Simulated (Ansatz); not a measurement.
I need a few random alloy cells with their mixing energies of Ca-Na random alloys. Use Ansatz 0.2.0, Python API. Settings (first run): PBEsol, PAW, cutoff 381 eV, 5×5×5 k-points, Fermi-Dirac smearing of 0.05 eV.

`random_alloy.py`
```python
"""Random Ca-Na cells of 8 mixed sites, after relaxing cells and atoms."""

from collections import Counter
import warnings

import ansatz as az
import numpy as np
from tabulate import tabulate


def fcc(first, a):
    return (
        az.Lattice.fcc(a)
        .space_group(225)
        .atom(first, (0, 0, 0))
        .primitive()
    )

A_FIRST, A_LAST = 5.59, 5.39


def run_phase(name, crystal):
    calc = (
        crystal.calculation()
        .basis(28 * az.Ry, xc_grid=1)
        .functional(az.Functional.PBESOL)
        .kpoints(spacing=0.39)
        .occupations("fermi_dirac", width=0.05)
        .band_table()
    )
    calc = calc.relax(force_tolerance=0.02, cell=True)
    return calc.run(threads=1)

def relaxed_twice(name, crystal):
    # the second pass draws mesh and plane waves anew for the relaxed cell
    first = run_phase(name, crystal)
    again = az.Crystal(lattice=az.Lattice.of(first.lattice.cell_ang))
    for site in first.report["lattice"]["sites"]:
        again = again.atom(site["symbol"], site["position_frac"])
    return run_phase(name, again)


def volume_per_atom(outcome):
    return abs(np.linalg.det(outcome.lattice.cell_ang)) / len(outcome.lattice.sites)


def counts(outcome):
    return Counter(site.symbol for site in outcome.lattice.sites)

warnings.simplefilter("ignore", az.DeckWarning)

phases = {"Ca": fcc("Ca", A_FIRST), "Na": fcc("Na", A_LAST)}
for k in [3]:
    a = A_FIRST + (A_LAST - A_FIRST) * k / 8
    supercell = fcc("Ca", a).supercell(2).resolved()
    for seed in [24, 58]:
        drawn = supercell.site_disorder().occupy("Ca", Ca=8 - k, Na=k).random(seed=seed)
        phases[f"Ca{8 - k}Na{k} seed {seed}"] = drawn.crystal

done = {}
for name, crystal in phases.items():
    done[name] = relaxed_twice(name, crystal)
    print(f"{name}: {done[name].report['energy_sigma0_ev']:.4f} eV, {len(done[name].lattice.sites)} atoms")

# mixing quantities against the straight line between the end members, both on this lattice
x = {name: counts(o)["Na"] / (counts(o)["Ca"] + counts(o)["Na"]) for name, o in done.items()}
first, last = min(x, key=x.get), max(x, key=x.get)
energy = {name: o.report["energy_sigma0_ev"] / len(o.lattice.sites) for name, o in done.items()}
volume = {name: volume_per_atom(o) for name, o in done.items()}
rows = []
for name in sorted(done, key=x.get):
    line = lambda table: (1 - x[name]) * table[first] + x[name] * table[last]
    rows.append((name, x[name], 1000 * (energy[name] - line(energy)), volume[name], 100 * (volume[name] / line(volume) - 1)))
print(tabulate(rows, headers=["cell", "x(Na)", "E_mix (meV/atom)", "V (A^3/atom)", "excess V (%)"], floatfmt=".4f", tablefmt="rst"))
```

```console
$ python random_alloy.py
Ca: -1793.7076 eV, 1 atoms
Na: -1475.8572 eV, 1 atoms
Ca5Na3 seed 24: -13395.7588 eV, 8 atoms
Ca5Na3 seed 58: -13395.7234 eV, 8 atoms
==============  =======  ==================  ==============  ==============
cell              x(Na)    E_mix (meV/atom)    V (A^3/atom)    excess V (%)
==============  =======  ==================  ==============  ==============
Ca               0.0000              0.0000         40.3810          0.0000
Ca5Na3 seed 24   0.3750             43.8500         39.6385          1.8356
Ca5Na3 seed 58   0.3750             48.2702         39.2443          0.8227
Na               1.0000              0.0000         36.4957          0.0000
==============  =======  ==================  ==============  ==============
```

Caveats:
- The settings weren't tested for convergence.
- The cutoff lies under the one recommended for these potentials.
- For the metals among these phases the mesh is modest: differences between phases can be off by up to 40 meV an atom.
- Cells of eight mixed sites are far from the random limit, and both end members stand on the same lattice, which need not be their own. Differences under about 40 meV an atom lie within the error of mesh and functional.
- The cells are prototypes set up for this calculation and needn't exist.
- The script silences the warnings on its input, which a real study should read.
- Run time: 37 s on 1 thread of AMD EPYC 9R14 (Zen 4), with other jobs on the host, peak memory 0.59 GiB.

(Lines on the test bed's own set-up are left out of the output.)
